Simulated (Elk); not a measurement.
This Elk 11.2.3 (patched build) run on AgPd needs a look.

The input elk.in:

```
tasks
  0
  21

xctype
  3

rgkmax
  8.0

gmaxvr
  14.0

lmaxapw
  9

lmaxo
  8

nrmtscf
  1.5

nempty
  0

epspot
  1e-06

epsengy
  1e-05

maxscl
  100

stype
  3

swidth
  0.001837466

tforce
  .true.

plot1d
  8 80
  0.0 0.0 0.0
  0.5 0.0 0.0
  0.3333333333 0.3333333333 0.0
  0.0 0.0 0.0
  0.0 0.0 0.5
  0.5 0.0 0.5
  0.3333333333 0.3333333333 0.5
  0.0 0.0 0.5

sppath
  './'

avec
  5.33637045260 0.00000000000 0.00000000000
  -2.66818522620 4.62143237590 0.00000000000
  0.00000000000 0.00000000000 50.24004773634

atoms
  2
  'Pd.in'
  3
  0.3333333333 0.6666666667 0.2821045475   0.000 0.000 0.000
  0.0000000000 0.0000000000 0.4564209095   0.000 0.000 0.000
  0.6666666667 0.3333333334 0.6307372715   0.000 0.000 0.000
  'Ag.in'
  3
  0.6666666667 0.3333333333 0.3692627285   0.000 0.000 0.000
  0.3333333334 0.6666666667 0.5435790905   0.000 0.000 0.000
  0.0000000000 0.0000000000 0.7178954525   0.000 0.000 0.000

ngridk
  11 11 1
```

File Pd.in:

```
 'Pd'                                       : spsymb
 'palladium'                                : spname
  -46.0000                                  : spzn
   193991.7927                              : spmass
  0.294884E-06    2.5500    40.2224    500    : rminsp, rmt, rmaxsp, nrmt
  14                                        : nstsp
   1   0   1   2.00000  T                   : nsp, lsp, ksp, occsp, spcore
   2   0   1   2.00000  T
   2   1   1   2.00000  T
   2   1   2   4.00000  T
   3   0   1   2.00000  T
   3   1   1   2.00000  T
   3   1   2   4.00000  T
   3   2   2   4.00000  T
   3   2   3   6.00000  T
   4   0   1   2.00000  F
   4   1   1   2.00000  F
   4   1   2   4.00000  F
   4   2   2   4.00000  F
   4   2   3   6.00000  F
   1                                        : apword
    0.1500   0  F                           : apwe0, apwdm, apwve
   0                                        : nlx
   6                                        : nlorb
   0   2                                    : lorbl, lorbord
    0.1500   0  F                           : lorbe0, lorbdm, lorbve
    0.1500   1  F
   1   2                                    : lorbl, lorbord
    0.1500   0  F                           : lorbe0, lorbdm, lorbve
    0.1500   1  F
   2   2                                    : lorbl, lorbord
    0.1500   0  F                           : lorbe0, lorbdm, lorbve
    0.1500   1  F
   0   2                                    : lorbl, lorbord
    0.1500   0  F                           : lorbe0, lorbdm, lorbve
   -3.1379   0  T
   1   2                                    : lorbl, lorbord
    0.1500   0  F                           : lorbe0, lorbdm, lorbve
   -1.8352   0  T
   2   2                                    : lorbl, lorbord
    0.1500   0  F                           : lorbe0, lorbdm, lorbve
   -0.1522   0  T
```

Contents of Ag.in:

```
 'Ag'                                       : spsymb
 'silver'                                   : spname
  -47.0000                                  : spzn
   196631.6998                              : spmass
  0.291730E-06    2.5500    45.2731    600    : rminsp, rmt, rmaxsp, nrmt
  15                                        : nstsp
   1   0   1   2.00000  T                   : nsp, lsp, ksp, occsp, spcore
   2   0   1   2.00000  T
   2   1   1   2.00000  T
   2   1   2   4.00000  T
   3   0   1   2.00000  T
   3   1   1   2.00000  T
   3   1   2   4.00000  T
   3   2   2   4.00000  T
   3   2   3   6.00000  T
   4   0   1   2.00000  F
   4   1   1   2.00000  F
   4   1   2   4.00000  F
   4   2   2   4.00000  F
   4   2   3   6.00000  F
   5   0   1   1.00000  F
   1                                        : apword
    0.1500   0  F                           : apwe0, apwdm, apwve
   0                                        : nlx
   6                                        : nlorb
   0   2                                    : lorbl, lorbord
    0.1500   0  F                           : lorbe0, lorbdm, lorbve
    0.1500   1  F
   1   2                                    : lorbl, lorbord
    0.1500   0  F                           : lorbe0, lorbdm, lorbve
    0.1500   1  F
   2   2                                    : lorbl, lorbord
    0.1500   0  F                           : lorbe0, lorbdm, lorbve
    0.1500   1  F
   0   2                                    : lorbl, lorbord
    0.1500   0  F                           : lorbe0, lorbdm, lorbve
   -3.4920   0  T
   1   2                                    : lorbl, lorbord
    0.1500   0  F                           : lorbe0, lorbdm, lorbve
   -2.0961   0  T
   2   2                                    : lorbl, lorbord
    0.1500   0  F                           : lorbe0, lorbdm, lorbve
   -0.2735   0  T
```

Potentials or basis: APW+lo.

Run with:

```console
$ OMP_NUM_THREADS=8 elk
```

Output:

```text
┌─────────────────────────────────┐
│ Elk code version 11.2.3 started │
└─────────────────────────────────┘

Error(readinput): nempty <= 0 :    0.000000000
```

Question: What happened, and what is wrong with the input?

Answer: The input was rejected before any iteration. The input holds a flaw that was put in on purpose: no empty states (nempty = 0).
